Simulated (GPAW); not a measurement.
# Al3Pd (Pm-3m) in GPAW: a series of runs

One crystal, Al3Pd, is run at these levels: PBEsol; tasks: band structure.

Everything below comes from runs of GPAW 26.7.0. Logs are shortened: lines on timing, memory, paths and dates and some standing lists are left out, and cuts for length are marked. The log counts tension as positive stress, the text compression.

## (1) The structure

The structure is cubic, space group Pm-3m (No. 221). The conventional cell has a = 3.947 Å, b = 3.947 Å, c = 3.947 Å, α = 90.00°, β = 90.00°, γ = 90.00°. Around Pd (site symmetry m-3m) lie 12 Al at 2.79 Å. Around Al (site symmetry 4/mmm) lie 4 Pd at 2.79 Å and 8 Al at 2.79 Å.

The cell comes from a database or a generator and needn't be the stable form of this composition.

## (2) Band structure, PBEsol

Input file run.py:

```python
from ase import Atoms
from ase.dft.bandgap import bandgap
from ase.io import write
from ase.units import GPa
from gpaw import GPAW, PW, setup_paths

setup_paths.insert(0, '.')

atoms = Atoms(['Pd', 'Al', 'Al', 'Al'],
              cell=[[3.94691, 0.0, 0.0],
                    [0.0, 3.94691, 0.0],
                    [0.0, 0.0, 3.94691]],
              scaled_positions=[[0.0, 0.0, 0.0],
                                [0.5, 0.5, 0.0],
                                [0.5, 0.0, 0.5],
                                [0.0, 0.5, 0.5]],
              pbc=True)

calc = GPAW(mode=PW(600),
            xc='PBEsol',
            kpts={'size': (7, 7, 7), 'gamma': True},
            occupations={'name': 'fermi-dirac', 'width': 0.05},
            nbands=26,
            convergence={'density': 1e-05, 'energy': 1e-05},
            maxiter=150,
            txt='gpaw.txt')
atoms.calc = calc
energy = atoms.get_potential_energy()
forces = atoms.get_forces()
stress = atoms.get_stress()
calc.write('gs.gpw')
write('result.traj', atoms)
print(f'Energy: {energy:.6f} eV')
print('Forces (eV/A):')
print(forces.round(4))
print('Stress (GPa):', (stress / GPa).round(3))
print('Fermi level:', round(calc.get_fermi_level(), 4), 'eV')
print(f'Gap: {bandgap(calc)[0]:.4f} eV, direct: {bandgap(calc, direct=True)[0]:.4f} eV')

path = atoms.cell.bandpath('GXMGRX,MR', npoints=60, eps=1e-4)
bs_calc = calc.fixed_density(kpts=path, symmetry='off', nbands=41,
                             convergence={'bands': 'CBM+6.0', 'eigenstates': 1e-6}, txt='bands.txt')
bs = bs_calc.band_structure()
bs.write('bs.json')
print(f'Gap on the path: {bandgap(bs_calc)[0]:.4f} eV')
```

Potentials or basis: PAW data sets generated in the run's folder for this functional, pw.

Launch:

```bash
$ gpaw-setup -f PBEsol Al Pd
$ OMP_NUM_THREADS=1 python run.py
```

gpaw.txt:

```text
__  _  _
 | _ |_)|_||  |
 |__||  | ||/\| - 26.7.0

Input parameters:
  mode=PW(ecut=600.0),
  convergence={'density': 1e-05, 'energy': 1e-05},
  kpts=MonkhorstPack(size=(7, 7, 7), gamma=True),
  maxiter=150,
  nbands=26,
  occupations=Occupations(name='fermi-dirac', width=0.05),
  xc=XC(name='PBEsol')

Diagonalizing LCAO Hamiltonian
Converting LCAO to pw mode
   .---------.
  /|         |
 * |         |
 |Al         |
 | |         |
 | .--Al-----.
 |/    Al   /
 Pd--------*

Atoms  # Å, Bohr magnetons
|   | symbol |        x |        y |        z |    initial magnetic moments |
|---|--------|----------|----------|----------|-----------------------------|
| 0 |     Pd | 0.000000 | 0.000000 | 0.000000 | ( 0.0000,  0.0000,  0.0000) |
| 1 |     Al | 1.973455 | 1.973455 | 0.000000 | ( 0.0000,  0.0000,  0.0000) |
| 2 |     Al | 1.973455 | 0.000000 | 1.973455 | ( 0.0000,  0.0000,  0.0000) |
| 3 |     Al | 0.000000 | 1.973455 | 1.973455 | ( 0.0000,  0.0000,  0.0000) |

Unit cell  # Å
| periodic |        x |        y |        z |  lengths |    angles |
|----------|----------|----------|----------|----------|-----------|
|      yes | 3.946910 | 0.000000 | 0.000000 | 3.946910 | 90.000000 |
|      yes | 0.000000 | 3.946910 | 0.000000 | 3.946910 | 90.000000 |
|      yes | 0.000000 | 0.000000 | 3.946910 | 3.946910 | 90.000000 |

Number of symmetries: 48
Symmetry operations  # r_c * U_cc + t_c -> r_c
|    | kind |            matrix            |
|----|------|------------------------------|
|  0 |  E   |  1, 0, 0,  0, 1, 0,  0, 0, 1 |
|  1 |  σ   |  1, 0, 0,  0, 1, 0,  0, 0,-1 |
|  2 |  σ   |  1, 0, 0,  0, 0, 1,  0, 1, 0 |
|  3 |  C4  |  1, 0, 0,  0, 0, 1,  0,-1, 0 |
|  4 |  C4  |  1, 0, 0,  0, 0,-1,  0, 1, 0 |
|  5 |  σ   |  1, 0, 0,  0, 0,-1,  0,-1, 0 |
|  6 |  σ   |  1, 0, 0,  0,-1, 0,  0, 0, 1 |
|  7 |  C2  |  1, 0, 0,  0,-1, 0,  0, 0,-1 |
|  8 |  σ   |  0, 1, 0,  1, 0, 0,  0, 0, 1 |
|  9 |  C2  |  0, 1, 0,  1, 0, 0,  0, 0,-1 |
| 10 |  C3  |  0, 1, 0,  0, 0, 1,  1, 0, 0 |
| 11 |  S6  |  0, 1, 0,  0, 0, 1, -1, 0, 0 |
| 12 |  S6  |  0, 1, 0,  0, 0,-1,  1, 0, 0 |
| 13 |  C3  |  0, 1, 0,  0, 0,-1, -1, 0, 0 |
| 14 |  C4  |  0, 1, 0, -1, 0, 0,  0, 0, 1 |
| 15 |  S4  |  0, 1, 0, -1, 0, 0,  0, 0,-1 |
| 16 |  C3  |  0, 0, 1,  1, 0, 0,  0, 1, 0 |
| 17 |  S6  |  0, 0, 1,  1, 0, 0,  0,-1, 0 |
| 18 |  σ   |  0, 0, 1,  0, 1, 0,  1, 0, 0 |
| 19 |  C4  |  0, 0, 1,  0, 1, 0, -1, 0, 0 |
| 20 |  C2  |  0, 0, 1,  0,-1, 0,  1, 0, 0 |
| 21 |  S4  |  0, 0, 1,  0,-1, 0, -1, 0, 0 |
| 22 |  S6  |  0, 0, 1, -1, 0, 0,  0, 1, 0 |
| 23 |  C3  |  0, 0, 1, -1, 0, 0,  0,-1, 0 |
| 24 |  S6  |  0, 0,-1,  1, 0, 0,  0, 1, 0 |
| 25 |  C3  |  0, 0,-1,  1, 0, 0,  0,-1, 0 |
| 26 |  C4  |  0, 0,-1,  0, 1, 0,  1, 0, 0 |
| 27 |  σ   |  0, 0,-1,  0, 1, 0, -1, 0, 0 |
| 28 |  S4  |  0, 0,-1,  0,-1, 0,  1, 0, 0 |
| 29 |  C2  |  0, 0,-1,  0,-1, 0, -1, 0, 0 |
| 30 |  C3  |  0, 0,-1, -1, 0, 0,  0, 1, 0 |
| 31 |  S6  |  0, 0,-1, -1, 0, 0,  0,-1, 0 |
| 32 |  C4  |  0,-1, 0,  1, 0, 0,  0, 0, 1 |
| 33 |  S4  |  0,-1, 0,  1, 0, 0,  0, 0,-1 |
| 34 |  S6  |  0,-1, 0,  0, 0, 1,  1, 0, 0 |
| 35 |  C3  |  0,-1, 0,  0, 0, 1, -1, 0, 0 |
| 36 |  C3  |  0,-1, 0,  0, 0,-1,  1, 0, 0 |
| 37 |  S6  |  0,-1, 0,  0, 0,-1, -1, 0, 0 |
| 38 |  σ   |  0,-1, 0, -1, 0, 0,  0, 0, 1 |
| 39 |  C2  |  0,-1, 0, -1, 0, 0,  0, 0,-1 |
| 40 |  σ   | -1, 0, 0,  0, 1, 0,  0, 0, 1 |
| 41 |  C2  | -1, 0, 0,  0, 1, 0,  0, 0,-1 |
| 42 |  C2  | -1, 0, 0,  0, 0, 1,  0, 1, 0 |
| 43 |  S4  | -1, 0, 0,  0, 0, 1,  0,-1, 0 |
| 44 |  S4  | -1, 0, 0,  0, 0,-1,  0, 1, 0 |
| 45 |  C2  | -1, 0, 0,  0, 0,-1,  0,-1, 0 |
| 46 |  C2  | -1, 0, 0,  0,-1, 0,  0, 0, 1 |
| 47 |  i   | -1, 0, 0,  0,-1, 0,  0, 0,-1 |

BZ-sampling:
  Number of BZ points: 343
  Number of IBZ points: 20

  Monkhorst-Pack size: [7, 7, 7]
  Monkhorst-Pack shift: [0, 0, 0]

K-points  # in reciprocal-cell coordinates
|     |                                coordinates |     weight |
|-----|--------------------------------------------|------------|
|   0 | (  0.00000000,   0.00000000,   0.00000000) | 0.00291545 |
|   1 | (  0.14285714,   0.00000000,   0.00000000) | 0.01749271 |
|   2 | (  0.14285714,   0.14285714,   0.00000000) | 0.03498542 |
|   3 | (  0.14285714,   0.14285714,   0.14285714) | 0.02332362 |
|   4 | (  0.28571429,   0.00000000,   0.00000000) | 0.01749271 |
|   5 | (  0.28571429,   0.14285714,   0.00000000) | 0.06997085 |
|   6 | (  0.28571429,   0.14285714,   0.14285714) | 0.06997085 |
|   7 | (  0.28571429,   0.28571429,   0.00000000) | 0.03498542 |
|   8 | (  0.28571429,   0.28571429,   0.14285714) | 0.06997085 |
|   9 | (  0.28571429,   0.28571429,   0.28571429) | 0.02332362 |
| ... |                                            |            |
|  19 | (  0.42857143,   0.42857143,   0.42857143) | 0.02332362 |

Plane wave coefficients: 2103
Cutoff: 600.0 eV

Spin-components: 1 (collinear spins)
Bands:           26
Projectors:      21
Spin-degeneracy: 2
Datatype:        complex128

Parallelization:
  kpt:    1
  domain: 1
  band:   1

Density:
  Valence electrons: 25.0
  Components: 1
  Grid points: [24 24 24]
  Charge: 0.0  # |e|

Potential:
  Grid points: [24 24 24]

species:
  Pd:
    name:    Palladium
    Z:       46.0
    valence: 16
    core:    30
    charge:  0.0  # [|e|]
    compensation charges:
      type: gauss
      rc: 0.38  # [Å]
      lmax: 2
    cutoffs:
      filter: 2.38  # [Å]
      core: 2.28  # [Å]
    projectors
    | kind |    occ | energy [eV] | rcut [Å] |
    |------|--------|-------------|----------|
    |   5s |  0.000 |      -3.290 |    1.228 |
    |   4p |  6.000 |     -51.151 |    1.360 |
    |   5p |  0.000 |      -0.235 |    1.360 |
    |   4d | 10.000 |      -4.049 |    1.228 |
    |    s |        |      23.922 |    1.228 |
    |    d |        |      23.162 |    1.228 |

    Using partial waves for Pd as LCAO basis

  Al:
    name:    Aluminium
    Z:       13.0
    valence: 3
    core:    10
    charge:  0.0  # [|e|]
    compensation charges:
      type: gauss
      rc: 0.34  # [Å]
      lmax: 2
    cutoffs:
      filter: 1.91  # [Å]
      core: 2.36  # [Å]
    projectors
    | kind |    occ | energy [eV] | rcut [Å] |
    |------|--------|-------------|----------|
    |   3s |  2.000 |      -7.715 |    1.085 |
    |   3p |  1.000 |      -2.689 |    1.085 |
    |    s |        |      19.497 |    1.085 |
    |    p |        |      24.522 |    1.085 |
    |    d |        |       0.000 |    1.085 |

    Using partial waves for Al as LCAO basis

Reference energy: -156930.983366  # eV

eigensolver:
  PPCG
  Converge bands: occupied
  niter=2

density mixing:
  MSR1-Mixer
  Pratt-step length: 0.05
  Maximum mixing coefficient: 0.75
  Old densities: 10
  SVD Regularization: 0.005
  Good broyden scale: 1.0
  Trust region scale: 1.0
  Backstep threshold: 4.0
  History deletion threshold: 6.0
  Fourier metric: weight=20.0, sigma=0.015

occupation numbers:
  Fermi-Dirac:
    width: 0.0500  # eV

poisson solver:
  ecut: 4800.0  # eV

xc functional:
  name: PBEsol with 2 nearest neighbor stencil

convergence criteria:
- Maximum integral of absolute [dens]ity change: 1e-05 electrons / valence electron
- Maximum [total energy] change in last 3 cyles: 1e-05 eV / valence electron
- Maximum integral of absolute [eigenst]ate change: 4e-08 eV^2 / valence electron
maximum number of iterations: 150

SCF iterations
|iter     | |      energy | eigst |  dens |
|---------|-|-------------|-------|-------|
|iter:   1| |  -23.461330 | +0.74 |       |
|iter:   2| |  -20.358051 | -1.24 | -0.66 |
|iter:   3| |  -18.296130 | -0.86 | -0.83 |
|iter:   4| |  -18.226892 | -2.34 | -1.28 |
|iter:   5| |  -18.187246 | -2.28 | -1.46 |
|iter:   6| |  -18.183778 | -3.82 | -2.32 |
|iter:   7| |  -18.183269 | -4.30 | -2.73 |
|iter:   8| |  -18.183286 | -5.79 | -3.56 |
|iter:   9| |  -18.183288c| -6.47 | -4.01 |
|iter:  10| |  -18.183289c| -7.64c| -4.86 |
|iter:  11| |  -18.183289c| -7.69c| -5.25c|

Converged in 11 steps
Energy contributions relative to reference atoms: (reference = -156930.983366)

Energy contributions:
  Kinetic:           7.435772
  Coulomb:          -6.378066
  Zero:             -0.117896
  External:          0.000000
  Xc:              -19.110947
  Entropy:          -0.024302
  Spinorbit:         0.000000
  ----------------------------
  Free energy:     -18.195440
  Extrapolated:    -18.183289

dipole moment: (-18.564400, -18.564400, -18.564400)  # |e|*Ang

Fermi level: 8.505
Eigenvalues  # (at kpt = [0.000, 0.000, 0.000])
| band index |      eig [eV] | occ [0-2] |
|------------|---------------|-----------|
|          0 |       -42.459 |     2.000 |
|        ... |               |           |
|          4 |         3.425 |     2.000 |
|          5 |         3.425 |     2.000 |
|          6 |         4.794 |     2.000 |
|          7 |         4.794 |     2.000 |
|          8 |         4.794 |     2.000 |
|          9 |         6.157 |     2.000 |
[... 8 lines left out ...]
|         18 |        16.096 |     0.000 |
|         19 |        16.096 |     0.000 |
|        ... |               |           |
|         25 |        19.579 |     0.000 |

No gap
No difference between direct/indirect transitions

Forces  # eV/Ang
|        x |        y |        z |
|----------|----------|----------|
|  0.00000 |  0.00000 |  0.00000 |  # Pd   0
| -0.00000 | -0.00000 |  0.00000 |  # Al   1
|  0.00000 |  0.00000 | -0.00000 |  # Al   2
|  0.00000 |  0.00000 |  0.00000 |  # Al   3

Stress tensor  # eV/Ang^3
|        x |        y |        z |
|----------|----------|----------|
| 0.009386 | 0.000000 | 0.000000 |
| 0.000000 | 0.009386 | 0.000000 |
| 0.000000 | 0.000000 | 0.009386 |

# Writing to gs.gpw (mode='')
```

It took 70 s on 1 thread of Arm Neoverse V2, shared host; peak memory 0.31 GiB.

Results:

| Item | Value |
| --- | --- |
| Free energy | -18.1954 eV |
| Pressure | -1.5 GPa |
| Band gap along the path | none (metal or under the smearing width) |

Levels at the corners of the path, in eV from the Fermi level:
```tsv
point	band 10	band 11	band 12	band 13	band 14	band 15
Γ	-2.35	-2.35	-2.35	0.02	1.76	1.76
X	-3.16	0.48	0.48	0.85	1.12	1.12
M	-3.20	-2.83	-2.56	1.07	3.52	3.52
Γ	-2.35	-2.35	-2.35	0.02	1.76	1.76
R	-3.76	-3.18	-3.18	-1.31	-0.69	-0.69
X	-3.16	0.48	0.48	0.85	1.12	1.12
M	-3.20	-2.83	-2.56	1.07	3.52	3.52
R	-3.76	-3.18	-3.18	-1.31	-0.69	-0.69
```

## (3) Band structure, PBEsol, spin-orbit coupling, no magnetisation

run.py, as its differences from that of step 2:

```diff
@@ -1 +1,2 @@
+import numpy as np
 from ase import Atoms
@@ -5,2 +6,3 @@
 from gpaw import GPAW, PW, setup_paths
+from gpaw.spinorbit import soc_eigenstates
 
@@ -45 +47,7 @@
 print(f'Gap on the path: {bandgap(bs_calc)[0]:.4f} eV')
+
+soc = soc_eigenstates(bs_calc, theta=90, phi=45)
+np.savetxt('soc_bands.dat', soc.eigenvalues(), fmt='%.4f')
+mesh = soc_eigenstates('gs.gpw', theta=90, phi=45)
+np.savetxt('soc_mesh.dat', mesh.eigenvalues(), fmt='%.4f')
+print('Fermi level with spin-orbit coupling:', round(mesh.fermi_level, 4), 'eV')
```

Potentials or basis: PAW data sets generated in the run's folder for this functional, pw.

Launch:

```bash
$ gpaw-setup -f PBEsol Al Pd
$ OMP_NUM_THREADS=1 python run.py
```

Run time: 66 s. Hardware: 1 thread of Arm Neoverse V2, shared host; peak memory 0.37 GiB.

The run converged. Its results:

```yaml
Free_energy: -18.1954 eV
Pressure: -1.5 GPa
Band_gap_along_the_path: none (metal or under the smearing width)
```

Levels at the corners of the path, in eV from the Fermi level:
```csv
point,band 20,band 21,band 22,band 23,band 24,band 25,band 26,band 27,band 28,band 29
Γ,-2.42,-2.32,-2.32,-2.32,-2.32,0.01,0.01,1.76,1.76,1.76
X,-3.15,0.40,0.40,0.54,0.54,0.86,0.86,1.09,1.09,1.15
M,-3.23,-2.81,-2.81,-2.51,-2.51,1.07,1.07,3.49,3.49,3.54
Γ,-2.42,-2.32,-2.32,-2.32,-2.32,0.01,0.01,1.76,1.76,1.76
R,-3.70,-3.20,-3.20,-3.20,-3.20,-1.31,-1.31,-0.74,-0.74,-0.74
X,-3.15,0.40,0.40,0.54,0.54,0.86,0.86,1.09,1.09,1.15
M,-3.23,-2.81,-2.81,-2.51,-2.51,1.07,1.07,3.49,3.49,3.54
R,-3.70,-3.20,-3.20,-3.20,-3.20,-1.31,-1.31,-0.74,-0.74,-0.74
```

Caveat: spin-orbit coupling was added after a scalar SCF, so levels and gaps hold it while energy, forces, pressure and moments don't; this program's spin-orbit splittings come out too wide for heavy elements.
